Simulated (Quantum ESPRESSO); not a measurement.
## SiO in Quantum ESPRESSO: the effect of functional

Crystal: SiO.

```
CELL_PARAMETERS angstrom
2.80697 0.00000 0.00000
0.00000 2.80697 0.00000
0.00000 0.00000 2.80697
ATOMIC_POSITIONS crystal
Si 0.00000 0.00000 0.00000
O 0.50000 0.50000 0.50000
```

The cell was built by a generator and needn't be a form met in nature.

Alike in all runs:

- Program: Quantum ESPRESSO 7.5
- Task: phonons
- Cutoff: 1143 eV
- Density cutoff: 4572 eV
- k mesh: 6 × 6 × 6, shifted
- Occupations: fermi-dirac, width 0.05 eV
- Spin: no spin polarisation

Each run relaxes the cell or the atoms first.

```csv
functional,potentials or basis,relaxed volume (Å³/atom)
LDA,PseudoDojo 0.4.1 SR LDA standard,10.31
PBE,PseudoDojo 0.4.1 SR PBE standard,11.07
PBEsol,PseudoDojo 0.4.1 SR PBEsol standard,10.57
BLYP,PseudoDojo 0.4.1 SR PBE standard,12.01
revPBE,PseudoDojo 0.4.1 SR PBE standard,11.20
WC,PseudoDojo 0.4.1 SR PBE standard,?
vdW-DF-cx,PseudoDojo 0.4.1 SR PBE standard,10.90
```

Task: What does the run with functional WC give?

Result: Relaxed volume 10.73 Å³/atom.

Caveats: some runs use coarse meshes; some modes are imaginary; the potentials were made for another functional, which shifts forces and pressure (some runs); the mesh is thin for the phonons of a metal (some runs); before the sum rule the acoustic modes lie tens of cm⁻¹ from zero, a sign that the density grid also shifts the optical modes (some runs); the acoustic modes lie far from zero, so the frequencies are unreliable (some runs).
